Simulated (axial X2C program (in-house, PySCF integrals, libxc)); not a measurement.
**A two-component session on VB⁺: properties at the nuclei**

Wanted for VB⁺: properties at the nuclei, at the two-component level.

Method: two-component X2C with atomic mean-field terms, V dyall-cv3z, B dyall-v3z; program: an in-house X2C program for linear molecules on PySCF integrals.

All values are calculated.

## Step 1: Set-up

Input file task.json:

```json
{"zs": [23, 5], "q": 1, "bas": ["dyall-cv3z", "dyall-v3z"], "r0": 2.19, "levels": ["PBE0", "HF", "PBE", "B3LYP", "LDA"], "nst": 3}
```

Keys: zs atomic numbers; q charge; bas basis sets; r0 starting distance in Å; levels methods (HF also brings MP2); nst determinants followed.

The run is started by

```
$ python soeom.py task.json out
```

Nuclei are Gaussian, cores are contracted, and the Gaunt term is on.

## Step 2: Expectation values, lowest determinant

R = 2.065 Å. State: Ω = 5/2 (excess of +ω over −ω: ω = 5/2).

Output of the PBE0 run:

```text
two-component X2C + atomic mean field  PBE0
basis functions 158  fitting functions 905  grid points 5078
iter        total energy     max residual
   1       -973.248679214     9.00e-06
   2       -973.248679216     6.46e-06
converged
one-electron -1388.09275483  Coulomb 434.88520812  exact exchange -12.06693011  xc functional -37.21841244  nuclear repulsion 29.46991732  atomic mean-field constant -0.22570727
```

The highest occupied spinor is 100% V d.

```
level  Eeff magnitude (GV/cm)  Ws magnitude V (kHz)  A∥/gI V (MHz)  qzz V (a.u.)  A∥/gI B (MHz)  qzz B (a.u.)
 PBE0                  0.0967                 0.021          -47.2          0.76             25         -0.36
   HF                   0.306                0.0522          -81.5          0.44           21.7         -0.60
  PBE                  0.0101               0.00679          -87.1          0.62           22.9         -0.21
B3LYP                  0.0707                0.0167          -34.6          0.75           32.7         -0.35
  LDA                 0.00534               0.00619          -90.1          0.58           24.2         -0.19
```

Eeff is the effective electric field on the electron dipole moment in this Ω state and Ws the scalar–pseudoscalar constant (defined with the proton number Z and per Ω); A∥ is the parallel hyperfine constant, which follows by multiplying with the nuclear g factor gI = μI/(I μN); qzz is the electric field gradient, eQq0 = 234.96 MHz × Q/barn × qzz. The operators were transformed with the bare-nucleus X2C matrices.

## Step 3: Expectation values, a higher determinant

R = 2.065 Å. State: Ω = 1/2 (excess of +ω over −ω: ω = 1/2), 0.17 eV above the lowest in the PBE0 search for states (made at or near this distance, with looser thresholds).

Output of the PBE0 run:

```text
two-component X2C + atomic mean field  PBE0
basis functions 158  fitting functions 905  grid points 5078
iter        total energy     max residual
   1       -973.242377115     7.31e-06
   2       -973.242377118     5.53e-06
   3       -973.242377119     4.62e-06
converged
one-electron -1386.97100779  Coulomb 433.69128165  exact exchange -12.05405637  xc functional -37.15280465  nuclear repulsion 29.46991732  atomic mean-field constant -0.22570727
```

The highest occupied spinor is 38% B p, 35% V s, 24% V d.

```csv
level,Eeff magnitude (GV/cm),Ws magnitude V (kHz),A∥/gI V (MHz),qzz V (a.u.),A∥/gI B (MHz),qzz B (a.u.)
PBE0,0.251,0.214,680,-1.35,146,-0.41
HF,0.358,0.302,130,-1.71,91.2,-0.57
PBE,0.138,0.124,910,-1.25,179,-0.34
B3LYP,0.206,0.179,843,-1.32,189,-0.42
LDA,0.12,0.11,999,-1.23,202,-0.33
```

## Step 4: Expectation values, a higher determinant

R = 2.065 Å. State: Ω = 9/2 (excess of +ω over −ω: ω = 1/2, ω = 3/2, ω = 5/2), 0.21 eV above the lowest in the PBE0 search for states (made at or near this distance, with looser thresholds).

Output of the PBE0 run:

```text
two-component X2C + atomic mean field  PBE0
basis functions 158  fitting functions 905  grid points 5078
iter        total energy     max residual
   1       -973.240890557     2.08e-05
   2       -973.240890553     4.03e-05
   3       -973.240890573     1.36e-05
   4       -973.240890578     9.50e-06
   5       -973.240890582     9.69e-07
   6       -973.240890582     4.66e-07
converged
one-electron -1386.96197894  Coulomb 433.68330424  exact exchange -12.05397910  xc functional -37.15244683  nuclear repulsion 29.46991732  atomic mean-field constant -0.22570727
```

The highest occupied spinor is 38% B p, 35% V s, 24% V d.

| level | Eeff magnitude (GV/cm) | Ws magnitude V (kHz) | A∥/gI V (MHz) | qzz V (a.u.) | A∥/gI B (MHz) | qzz B (a.u.) |
| --- | --- | --- | --- | --- | --- | --- |
| PBE0 | 0.252 | 0.0238 | 287 | -1.36 | 16.8 | -0.41 |
| HF | 0.36 | 0.0336 | 216 | -1.72 | 10.4 | -0.57 |
| PBE | 0.139 | 0.0138 | 313 | -1.26 | 21.2 | -0.34 |
| B3LYP | 0.207 | 0.0199 | 306 | -1.33 | 21.7 | -0.42 |
| LDA | 0.121 | 0.0123 | 326 | -1.24 | 23.7 | -0.33 |

## Step 5: Summary of results

| quantity | value |
| --- | --- |
| lowest determinant | Ω = 5/2 (excess of +ω over −ω: ω = 5/2) |
| Eeff magnitude (GV/cm), PBE0 | 0.0967 |
| Ws magnitude V (kHz), PBE0 | 0.021 |
| A∥/gI V (MHz), PBE0 | -47.2 |
| qzz V (a.u.), PBE0 | 0.76 |
| higher determinant | Ω = 1/2 (excess of +ω over −ω: ω = 1/2) |
| Eeff magnitude (GV/cm), PBE0, higher determinant | 0.251 |
| Ws magnitude V (kHz), PBE0, higher determinant | 0.214 |
| A∥/gI V (MHz), PBE0, higher determinant | 680 |
| qzz V (a.u.), PBE0, higher determinant | -1.35 |
| higher determinant | Ω = 9/2 (excess of +ω over −ω: ω = 1/2, ω = 3/2, ω = 5/2) |
| Eeff magnitude (GV/cm), PBE0, higher determinant | 0.252 |
| Ws magnitude V (kHz), PBE0, higher determinant | 0.0238 |
| A∥/gI V (MHz), PBE0, higher determinant | 287 |
| qzz V (a.u.), PBE0, higher determinant | -1.36 |

In words: In the first state, the effective field runs from 0.00534 to 0.306 GV/cm over the mean-field levels, so the levels don't agree on it. The expectation values come from single determinants, which for open shells can mix terms of unlike spin or miss the lowest Ω, so a determinant need not be a state. Eeff is the effective electric field on the electron dipole moment in this Ω state and Ws the scalar–pseudoscalar constant (defined with the proton number Z and per Ω); A∥ is the parallel hyperfine constant, which follows by multiplying with the nuclear g factor gI = μI/(I μN); qzz is the electric field gradient, eQq0 = 234.96 MHz × Q/barn × qzz. The operators were transformed with the bare-nucleus X2C matrices.
